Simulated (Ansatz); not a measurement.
# Si3N4: the cost of one run

Method: DFT, PBE, plane-wave PAW, default files, scalar-relativistic, as far as a step names no other, in Ansatz 0.2.0.

## (1) The starting structure

Symmetry: P6_3/m, No. 176, hexagonal system. Conventional cell: a = 7.637 Å, b = 7.637 Å, c = 2.922 Å, α = 90.00°, β = 90.00°, γ = 120.00°. Around Si (site symmetry m) lie 4 N at 1.60 to 1.79 Å. N (site symmetry -6) is surrounded by 3 Si at 1.60 Å. Around N (site symmetry m) lie 3 Si at 1.78 to 1.79 Å.

Coordinates:

```xyz
14
Lattice="7.6374 0.0000 0.0000 -3.8187 6.6142 0.0000 0.0000 0.0000 2.9220" Properties=species:S:1:pos:R:3 pbc="T T T"
Si   -1.4587    5.0678    0.7305
Si    2.5192    1.2706    2.1915
Si    0.1592    2.8170    0.7305
Si    5.2774    1.5464    2.1915
Si    1.2995    5.3436    0.7305
Si    3.6595    3.7972    2.1915
N     0.0000    4.4095    0.7305
N     3.8187    2.2047    2.1915
N     2.4577    0.2341    0.7305
N     1.0261    2.2455    2.1915
N     6.2058    2.0114    0.7305
N     1.3610    6.3800    2.1915
N     2.7926    4.3687    0.7305
N    -2.3871    4.6028    2.1915
```

## (2) Gradients at the starting positions

input.yaml reads:

```yaml
crystal:
  lattice:
    - [7.6374, 0.0, 0.0]
    - [-3.8187, 6.6141824189, 0.0]
    - [0.0, 0.0, 2.922]
  atoms:
    - { symbol: Si, position: [0.1921, 0.7662, 0.25] }
    - { symbol: Si, position: [0.4259, 0.1921, 0.75] }
    - { symbol: Si, position: [0.2338, 0.4259, 0.25] }
    - { symbol: Si, position: [0.8079, 0.2338, 0.75] }
    - { symbol: Si, position: [0.5741, 0.8079, 0.25] }
    - { symbol: Si, position: [0.7662, 0.5741, 0.75] }
    - { symbol: "N", position: [0.3333333333, 0.6666666667, 0.25] }
    - { symbol: "N", position: [0.6666666667, 0.3333333333, 0.75] }
    - { symbol: "N", position: [0.3395, 0.0354, 0.25] }
    - { symbol: "N", position: [0.3041, 0.3395, 0.75] }
    - { symbol: "N", position: [0.9646, 0.3041, 0.25] }
    - { symbol: "N", position: [0.6605, 0.9646, 0.75] }
    - { symbol: "N", position: [0.6959, 0.6605, 0.25] }
    - { symbol: "N", position: [0.0354, 0.6959, 0.75] }
kpoints:
  mp_grid: { grid: [4, 4, 9] }
scf:
  occupations: { method: fermi_dirac, width: 0.02 }
hamiltonian:
  xc: pbe
  pseudopotentials: { kind: paw }
output:
  forces: true
  stress: true
  populations: true
  efg:
    quadrupole_moments_barn: { "N": 0.02044 }
    contact_densities: true
```

Launch:

```sh
$ ansatz run input.yaml --threads 1 --pin off --max-ram 2560MiB --backend cpu --events-out ev --progress --plain --runs-dir out
```

**Question.** How long does this run take on 1 thread of Intel Xeon Platinum 8488C (Sapphire Rapids), shared host, and how much memory does it need?

About 17 s, with a peak of 0.54 GiB.
